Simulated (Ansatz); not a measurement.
# NiO2: the cost of one run

Method: DFT r2SCAN, scalar-relativistic, plane waves, PAW, in Ansatz 0.2.0.

### 1 Starting point

Symmetry: Fd-3m, No. 227, cubic system. Conventional cell: a = 7.835 Å, b = 7.835 Å, c = 7.835 Å, α = 90.00°, β = 90.00°, γ = 90.00°. Ni (site symmetry -3m) is surrounded by 6 O at 1.86 Å. Around O (site symmetry 3m) lie 3 Ni at 1.86 Å.

Structure file:

```cif
data_structure
_symmetry_space_group_name_H-M 'P 1'
_symmetry_Int_Tables_number 1
_cell_length_a 5.5402
_cell_length_b 5.5402
_cell_length_c 5.5402
_cell_angle_alpha 60.000
_cell_angle_beta 60.000
_cell_angle_gamma 60.000
_cell_volume 120.25
loop_
_atom_site_label
_atom_site_type_symbol
_atom_site_fract_x
_atom_site_fract_y
_atom_site_fract_z
_atom_site_occupancy
Ni1 Ni 0.62500 0.62500 0.62500 1
Ni2 Ni 0.62500 0.62500 0.12500 1
Ni3 Ni 0.62500 0.12500 0.62500 1
Ni4 Ni 0.12500 0.62500 0.62500 1
O1 O 0.41549 0.86150 0.86150 1
O2 O 0.86150 0.86150 0.86150 1
O3 O 0.83451 0.38850 0.38850 1
O4 O 0.38850 0.38850 0.83451 1
O5 O 0.38850 0.38850 0.38850 1
O6 O 0.38850 0.83451 0.38850 1
O7 O 0.86150 0.86150 0.41549 1
O8 O 0.86150 0.41549 0.86150 1
```

It goes back to an entry of the Materials Project, which need not be the stable form.

This cell was relaxed beforehand with the same method: volume 10.02 Å³/atom, gap on the mesh 1.63 eV.

### 2 The reference: the undisturbed cell on the scan's mesh

The input, input.yaml:

```yaml
crystal:
  lattice:
    - [0.0, 3.9175385118, 3.9175385118]
    - [3.9175385118, 0.0, 3.9175385118]
    - [3.9175385118, 3.9175385118, 0.0]
  atoms:
    - { symbol: Ni, position: [0.625, 0.625, 0.625] }
    - { symbol: Ni, position: [0.625, 0.625, 0.125] }
    - { symbol: Ni, position: [0.625, 0.125, 0.625] }
    - { symbol: Ni, position: [0.125, 0.625, 0.625] }
    - { symbol: O, position: [0.4154898304, 0.8615033899, 0.8615033899] }
    - { symbol: O, position: [0.8615033899, 0.8615033899, 0.8615033899] }
    - { symbol: O, position: [0.8345101696, 0.3884966101, 0.3884966101] }
    - { symbol: O, position: [0.3884966101, 0.3884966101, 0.8345101696] }
    - { symbol: O, position: [0.3884966101, 0.3884966101, 0.3884966101] }
    - { symbol: O, position: [0.3884966101, 0.8345101696, 0.3884966101] }
    - { symbol: O, position: [0.8615033899, 0.8615033899, 0.4154898304] }
    - { symbol: O, position: [0.8615033899, 0.4154898304, 0.8615033899] }
basis:
  ecutwfc: 500
kpoints:
  mp_grid: { grid: [6, 6, 6] }
hamiltonian:
  xc: r2scan
scf:
  occupations: { method: gaussian, width: 0.05 }
output:
  forces: true
  stress: true
  eigenvalues: true
  write_density: true
  write_potential: true
  elf: true
  volumetric_format: npy
```

Command:

```sh
$ ansatz run input.yaml --threads 2 --pin off --max-ram 5120MiB --backend cpu --events-out ev --progress --plain --runs-dir out
```

What time and memory should one allow on 2 threads of Intel Xeon at 2.70GHz, shared host?

About 16 s, with a peak of 0.89 GiB.
